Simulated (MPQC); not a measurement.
**One shape, several levels: TiH4 (SMILES [H][Ti]([H])([H])[H])**

Wanted: a comparison of 5 runs (HF/STO-3G, HF/def2-SVP, PBE/def2-SVP, PBE0/def2-SVP, SVWN5/def2-SVP) of TiH4. 

The results are computed with MPQC 2.3.1.

### Step 1. Starting point

TiH4: 5 atoms, total charge 0, spin state singlet. As SMILES, `[H][Ti]([H])([H])[H]`. The shape comes from GFN2-xTB, which is rough for such elements, and wasn't checked as a minimum.

Bond lengths: Ti1–H2 1.731 Å, Ti1–H3 1.731 Å, Ti1–H4 1.731 Å, Ti1–H5 1.731 Å. Angles: H2–Ti1–H3 109.4°, H2–Ti1–H4 109.4°, H2–Ti1–H5 109.5°, H3–Ti1–H4 109.5°, H3–Ti1–H5 109.5°, H4–Ti1–H5 109.4°.

### Step 2. Energy and gradient at HF/STO-3G (run 1)

File job.in:

```
% emacs should use -*- KeyVal -*- mode
molecule<Molecule>: (
   symmetry = c1
   unit = angstrom
   { atoms geometry } = {
      Ti [ -0.000010 -0.000210 -0.000150 ]
      H  [ 0.010960 -0.016820 1.730970 ]
      H  [ 1.628940 0.010440 -0.586290 ]
      H  [ -0.824250 1.416520 -0.557510 ]
      H  [ -0.815640 -1.409940 -0.587010 ]
   }
)
basis<GaussianBasisSet>: (
   name = "STO-3G"
   molecule = $:molecule
   basisdir = "."
   puream = yes
)
mpqc: (
   checkpoint = no
   savestate = no
   restart = no
   do_energy = yes
   do_gradient = yes
   optimize = no
   mole<CLHF>: (
      molecule = $:molecule
      basis = $:basis
      total_charge = 0
      memory = 1000000000
      print_evals = yes
      maxiter = 120
      value_accuracy = 1e-08
      guess_wavefunction<CLHF>: (
         molecule = $:molecule
         total_charge = 0
         memory = 1000000000
         value_accuracy = 1e-3
         basis<GaussianBasisSet>: (
            name = "STO-3G"
            molecule = $:molecule
         )
      )
   )
)
```

The basis set STO-3G is read from a file made from the Basis Set Exchange's data (not shown).

The run is started by

```console
$ mpqc -o job.out job.in
```

Standard output:

```text
MPQC: Massively Parallel Quantum Chemistry
[...]
  LUMO is    14   A =   0.222180
  total scf energy = -842.0457415049
[...]
Value of the MolecularEnergy: -842.0457415049
  Gradient of the MolecularEnergy:
      1   -0.0000097398
      2   -0.0000718835
      3   -0.0000513568
      4    0.0001546344
      5   -0.0001719165
      6    0.0213134719
      7    0.0200579004
      8    0.0001277200
      9   -0.0071862781
     10   -0.0101647203
     11    0.0174362756
     12   -0.0068420573
[...]
      symmetry = c1
[...]
```

Run time: 0.2 s. Hardware: 1 thread of Arm Neoverse V2, shared host.

### Step 3. Energy and gradient at HF/def2-SVP (run 2)

File run.in:

```
% emacs should use -*- KeyVal -*- mode
molecule<Molecule>: (
    symmetry = c1
    unit = bohr
    { atoms geometry } = {
        Ti [ -0.00001890    -0.00039684    -0.00028346 ]
        H  [ 0.02071140    -0.03178519     3.27105923 ]
        H  [ 3.07825047     0.01972874    -1.10792753 ]
        H  [ -1.55760676     2.67683485    -1.05354121 ]
        H  [ -1.54133622    -2.66440045    -1.10928813 ]
    }
)
basis<GaussianBasisSet>: (
    name = "def2-SVP"
    molecule = $:molecule
    basisdir = "."
    puream = yes
)
mpqc: (
    checkpoint = no
    savestate = no
    restart = no
    do_energy = yes
    do_gradient = yes
    optimize = no
    mole<CLHF>: (
        molecule = $:molecule
        basis = $:basis
        total_charge = 0
        memory = 1000000000
        print_evals = yes
        maxiter = 120
        value_accuracy = 1e-08
        guess_wavefunction<CLHF>: (
            molecule = $:molecule
            total_charge = 0
            memory = 1000000000
            value_accuracy = 1e-3
            basis<GaussianBasisSet>: (
                name = "STO-3G"
                molecule = $:molecule
            )
        )
    )
)
```

The basis set def2-SVP is read from a file made from the Basis Set Exchange's data (not shown).

The run is started by

```console
$ mpqc run.in > run.out
```

Standard output:

```text
MPQC: Massively Parallel Quantum Chemistry
[...]
  LUMO is    14   A =   0.043355
  total scf energy = -850.4726442631
[...]
Value of the MolecularEnergy: -850.4726442631
  Gradient of the MolecularEnergy:
      1   -0.0000052812
      2   -0.0000416393
      3   -0.0000298019
      4    0.0000902132
      5   -0.0001000339
      6    0.0122862843
      7    0.0115584689
      8    0.0000707498
      9   -0.0041414352
     10   -0.0058609963
     11    0.0100492783
     12   -0.0039454484
[...]
      symmetry = c1
[...]
```

Run time: 2 s. Hardware: 1 thread of Arm Neoverse V2, shared host; peak memory 0.11 GiB.

Run 3 isn't shown in full; the table further down has it.

### Step 4. Energy and forces at PBE0/def2-SVP (run 4)

File job.in:

```
molecule<Molecule>: (
    symmetry = c1
    unit = angstrom
    { atoms geometry } = {
        Ti [ -0.000010    -0.000210    -0.000150 ]
        H  [ 0.010960    -0.016820     1.730970 ]
        H  [ 1.628940     0.010440    -0.586290 ]
        H  [ -0.824250     1.416520    -0.557510 ]
        H  [ -0.815640    -1.409940    -0.587010 ]
    }
)
basis<GaussianBasisSet>: (
    name = "def2-SVP"
    molecule = $:molecule
    basisdir = "."
    puream = yes
)
mpqc: (
    checkpoint = no
    savestate = no
    restart = no
    do_energy = yes
    do_gradient = yes
    optimize = no
    mole<CLKS>: (
        molecule = $:molecule
        basis = $:basis
        total_charge = 0
        memory = 1000000000
        print_evals = yes
        maxiter = 120
        value_accuracy = 1e-08
        functional<SumDenFunctional>: (
            a0 = 0.25
            coefs = [ 0.75 1 ]
            funcs: [ <PBEXFunctional>: () <PBECFunctional>: () ]
        )
        integrator<RadialAngularIntegrator>: ( grid = xfine )
        guess_wavefunction<CLHF>: (
            molecule = $:molecule
            total_charge = 0
            memory = 1000000000
            value_accuracy = 1e-3
            basis<GaussianBasisSet>: (
                name = "STO-3G"
                molecule = $:molecule
            )
        )
    )
)
```

The basis set def2-SVP is read from a file made from the Basis Set Exchange's data (not shown).

The run is started by

```console
$ mpqc job.in > job.out
```

Standard output:

```text
MPQC: Massively Parallel Quantum Chemistry
[...]
  WARNING: BeckeIntegrationWeight usually uses the atomic maximum
           probability radius, however this is not available for
[...]
  Integrated electron density error = 0.000055195772
  iter     1 energy = -851.0975466311 delta = 2.16952e-01
[...]
  Integrated electron density error = 0.000000075890
  iter    13 energy = -851.4025735516 delta = 3.02785e-07
  Integrated electron density error = 0.000000075890
  iter    14 energy = -851.4025735516 delta = 9.62616e-08
  Integrated electron density error = 0.000000075888
  iter    15 energy = -851.4025735516 delta = 1.66055e-08
[...]
  LUMO is    14   A =  -0.109192
  total scf energy = -851.4025735516
[...]
  Integrated electron density error = 0.000000078767
  Total Gradient:
[...]
Value of the MolecularEnergy: -851.4025735516
  Gradient of the MolecularEnergy:
      1   -0.0000051198
      2   -0.0000323915
      3   -0.0000232702
      4    0.0000739822
      5   -0.0000763592
      6    0.0097918443
      7    0.0092163900
      8    0.0000554828
      9   -0.0032987733
     10   -0.0046734027
     11    0.0080088683
     12   -0.0031427747
[...]
        symmetry = c1
[...]
```

It took 21 s on 1 thread of Arm Neoverse V2, shared host; peak memory 0.15 GiB.

### Step 5. Energy and forces at SVWN5/def2-SVP (run 5)

File input.in:

```
% H4Ti
molecule<Molecule>: (
  symmetry = c1
  unit = bohr
  { atoms geometry } = {
    Ti [ -0.00001890 -0.00039684 -0.00028346 ]
    H  [ 0.02071140 -0.03178519 3.27105923 ]
    H  [ 3.07825047 0.01972874 -1.10792753 ]
    H  [ -1.55760676 2.67683485 -1.05354121 ]
    H  [ -1.54133622 -2.66440045 -1.10928813 ]
  }
)
basis<GaussianBasisSet>: (
  name = "def2-SVP"
  molecule = $:molecule
  basisdir = "."
  puream = yes
)
mpqc: (
  checkpoint = no
  savestate = no
  restart = no
  do_energy = yes
  do_gradient = yes
  optimize = no
  mole<CLKS>: (
    molecule = $:molecule
    basis = $:basis
    total_charge = 0
    memory = 1000000000
    print_evals = yes
    maxiter = 120
    value_accuracy = 1e-08
    functional<StdDenFunctional>: ( name = "SVWN5" )
    integrator<RadialAngularIntegrator>: ( grid = xfine )
    guess_wavefunction<CLHF>: (
      molecule = $:molecule
      total_charge = 0
      memory = 1000000000
      value_accuracy = 1e-3
      basis<GaussianBasisSet>: (
        name = "STO-3G"
        molecule = $:molecule
      )
    )
  )
)
```

The basis set def2-SVP is read from a file made from the Basis Set Exchange's data (not shown).

The run is started by

```console
$ mpqc input.in > input.out
```

Standard output:

```text
MPQC: Massively Parallel Quantum Chemistry
[...]
  WARNING: BeckeIntegrationWeight usually uses the atomic maximum
           probability radius, however this is not available for
[...]
  Integrated electron density error = 0.000055197344
  iter     1 energy = -849.1620502428 delta = 2.16952e-01
[...]
  Integrated electron density error = 0.000000072291
  iter    18 energy = -849.5303059660 delta = 1.70529e-07
  Integrated electron density error = 0.000000072291
  iter    19 energy = -849.5303059660 delta = 6.40235e-08
  Integrated electron density error = 0.000000072291
  iter    20 energy = -849.5303059660 delta = 1.73985e-08
[...]
  LUMO is    14   A =  -0.171197
  total scf energy = -849.5303059660
[...]
  Integrated electron density error = 0.000000075251
  Total Gradient:
[...]
Value of the MolecularEnergy: -849.5303059660
  Gradient of the MolecularEnergy:
      1   -0.0000041319
      2   -0.0000284193
      3   -0.0000205841
      4    0.0000565737
      5   -0.0000517431
      6    0.0071334977
      7    0.0067157020
      8    0.0000394536
      9   -0.0024000753
     10   -0.0034076254
     11    0.0058335638
     12   -0.0022870747
[...]
        symmetry = c1
[...]
```

Wall time 11 s (1 thread of Arm Neoverse V2, shared host); peak memory 0.17 GiB.

### Step 6. The series

```csv
run,level,integration grid,energy (Eh),HOMO energy (eV),LUMO energy (eV),HOMO–LUMO gap (eV),wall time
1,HF/STO-3G,–,-842.045742,-10.67,6.05,16.71,0.2 s
2,HF/def2-SVP,–,-850.472644,-12.33,1.18,13.50,2 s
3,PBE/def2-SVP,xfine,-851.391018,-7.44,-4.40,3.04,25 s
4,PBE0/def2-SVP,xfine,-851.402574,-8.84,-2.97,5.87,21 s
5,SVWN5/def2-SVP,xfine,-849.530306,-7.41,-4.66,2.75,11 s
```

### Step 7. What came out

| quantity | value |
| --- | --- |
| run 5: total energy | -849.53031 Eh |
| run 5: HOMO energy | -7.41 eV |
| run 5: LUMO energy | -4.66 eV |
| run 5: HOMO–LUMO gap | 2.75 eV |
| run 5: largest force on an atom | 0.367 eV/Å |

The HOMO–LUMO gap runs from 2.75 eV (SVWN5/def2-SVP) to 16.71 eV (HF/STO-3G). The two ends differ in method and basis. Totals of different functionals can't be ranked against each other. In run 1 the basis is minimal, so the values are rough. All runs together took 59 s, the longest 25 s.
